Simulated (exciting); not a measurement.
Here is an exciting (release sodium) calculation.

Contents of input.xml:

```xml
<input>
  <title>Cd2Si</title>
  <structure speciespath="./" tshift="false">
    <crystal scale="9.8283348147">
      <basevect>0.429635590965 0.248050223768 0.868265135464</basevect>
      <basevect>-0.429635590965 0.248050223768 0.868265135464</basevect>
      <basevect>0.000000000000 -0.496100449460 0.868265135464</basevect>
    </crystal>
    <species speciesfile="Cd.xml" rmt="2.3">
      <atom coord="0.886389630000 0.886389630000 0.886389630000"/>
      <atom coord="0.113610370000 0.113610370000 0.113610370000"/>
    </species>
    <species speciesfile="Si.xml" rmt="2">
      <atom coord="0.500000000000 0.500000000000 0.500000000000"/>
    </species>
  </structure>
  <groundstate do="fromscratch" ngridk="7 7 7" rgkmax="6.8" gmaxvr="14" lmaxapw="10" lmaxmat="10" lmaxvr="8" stype="Fermi Dirac" swidth="0.00099958" nempty="12" ValenceRelativity="iora*" epsengy="1e-05" epspot="1e-05" maxscl="60" outputlevel="high">
    <libxc exchange="XC_GGA_X_SOGGA" correlation="XC_GGA_C_PBE"/>
  </groundstate>
  <properties>
    <chargedensityplot>
      <plot3d>
        <box grid="27 27 27">
          <origin coord="0 0 0"/>
          <point coord="1 0 0"/>
          <point coord="0 1 0"/>
          <point coord="0 0 1"/>
        </box>
      </plot3d>
    </chargedensityplot>
    <elfplot>
      <plot3d>
        <box grid="27 27 27">
          <origin coord="0 0 0"/>
          <point coord="1 0 0"/>
          <point coord="0 1 0"/>
          <point coord="0 0 1"/>
        </box>
      </plot3d>
    </elfplot>
    <exccplot>
      <plot3d>
        <box grid="27 27 27">
          <origin coord="0 0 0"/>
          <point coord="1 0 0"/>
          <point coord="0 1 0"/>
          <point coord="0 0 1"/>
        </box>
      </plot3d>
    </exccplot>
    <DFTD2/>
  </properties>
</input>
```

Potentials or basis: all-electron LAPW+lo, shipped species files, valence relativity iora*.

Command:

```bash
$ OMP_NUM_THREADS=1 exciting_smp
```

Q: Predict the dispersion energy per atom.

A: -0.258 eV.

Q: What does it give for the band gap on the k mesh?

A: None (metal or under the smearing width).

Caveat: the dispersion energy is computed afterwards and isn't part of the total energy.
